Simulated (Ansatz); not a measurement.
Write a Python script for Ansatz 0.2.0 through its Python package that makes a ranking of structure types by relaxed energy of Hf on several prototypes. Level of theory (first run): PBEsol, PAW, cutoff 420 eV, 7×7×7 k-points, Fermi-Dirac smearing of 0.1 eV, D4 dispersion.

Script `prototypes.py`:
```python
"""Relaxed energies of Hf in several structure types."""

import ansatz as az
import numpy as np
import pandas as pd
import spglib


def diamond(a_site, a):
    return (
        az.Lattice.fcc(a)
        .space_group(227, origin_choice=1)
        .atom(a_site, [0, 0, 0])
        .primitive()
    )


def bcc(first, a):
    return az.Crystal.bcc(first, a=a)


def hcp(a_site, a):
    return (
        az.Lattice.from_parameters(a, a, 1.633 * a, alpha=90, beta=90, gamma=120)
        .space_group(194)
        .atom(a_site, [1 / 3, 2 / 3, 0.25])
    )


def sc(first, a):
    return (
        az.Lattice.cubic(a)
        .space_group(221)
        .atom(first, [0, 0, 0])
    )


def fcc(A, a):
    return (
        az.Lattice.fcc(a)
        .space_group(225)
        .atom(A, [0, 0, 0])
        .primitive()
    )


def compute(name, crystal):
    calc = (
        crystal.calculation()
        .functional("pbesol", dispersion="d4")
        .basis(420)
        .kpoints(spacing=0.27)
        .occupations("fermi_dirac", width=0.1)
        .stress()
        .band_table()
    )
    calc = calc.relax(force_tolerance=0.03, cell=True)
    return calc.run(threads=1, pin="off")

def relaxed_twice(name, crystal):
    # the second pass draws mesh and plane waves anew for the relaxed cell
    first = compute(name, crystal)
    again = az.Crystal(lattice=az.Lattice.of(first.lattice.cell_ang))
    for site in first.report["lattice"]["sites"]:
        again = again.atom(site["symbol"], site["position_frac"])
    return compute(name, again)


def volume_per_atom(outcome):
    return abs(np.linalg.det(outcome.lattice.cell_ang)) / len(outcome.lattice.sites)


def space_group(outcome):
    sites = outcome.report["lattice"]["sites"]
    kinds = sorted({site["symbol"] for site in sites})
    cell = (outcome.lattice.cell_ang, [site["position_frac"] for site in sites], [kinds.index(site["symbol"]) for site in sites])
    return spglib.get_spacegroup(cell, symprec=0.01)


def pressure_gpa(outcome):
    return float(np.trace(outcome.report["stress_gpa"]) / 3)

# a is a first guess in angstrom
phases = {}
phases["diamond"] = diamond("Hf", 6.15)
phases["bcc"] = bcc("Hf", 3.55)
phases["hcp"] = hcp("Hf", 3.16)
phases["sc"] = sc("Hf", 2.91)
phases["fcc"] = fcc("Hf", 4.47)

done = {name: relaxed_twice(name, crystal) for name, crystal in phases.items()}

energy = {name: o.report["energy_sigma0_ev"] / len(o.lattice.sites) for name, o in done.items()}
lowest = min(energy.values())
rows = [(name, len(o.lattice.sites), 1000 * (energy[name] - lowest), volume_per_atom(o), space_group(o), pressure_gpa(o)) for name, o in done.items()]
rows.sort(key=lambda row: row[2])
print(pd.DataFrame(rows, columns=["phase", "atoms", "dE (meV/atom)", "V (A^3/atom)", "space group", "P (GPa)"]).round(4).to_string(index=False))
print("lowest in energy:", rows[0][0])
```

```console
$ python prototypes.py
  phase  atoms  dE (meV/atom)  V (A^3/atom)    space group  P (GPa)
    hcp      2         0.0000       21.4204 P6_3/mmc (194)  -0.0041
    fcc      1        69.3435       21.4077    Fm-3m (225)  -0.0040
    bcc      1       165.7334       21.1410    Im-3m (229)   0.0161
     sc      1      1083.0970       23.3160    Pm-3m (221)  -0.0063
diamond      2      2807.4217       33.2913    Fd-3m (227)  -0.0096
lowest in energy: hcp
```

Dispersion corrections can be off by several per cent in the lattices of metals, and by several GPa in the pressure at a fixed cell. For the metals among these phases the mesh is modest: differences between phases can be off by up to 40 meV an atom. Pressure is positive in compression. Spin-orbit coupling, which matters for elements this heavy, is left out. The cells are built on prototypes, so most aren't the phase found in nature. Rows bear the name of their start, and a relaxation keeps or raises the symmetry. Differences under about 40 meV an atom lie within the error of mesh and functional. Hardware and time: 61 s on 1 thread of Arm Neoverse V2, with other jobs on the host, peak memory 0.48 GiB.

(Lines on the test bed's own set-up are left out of the output.)
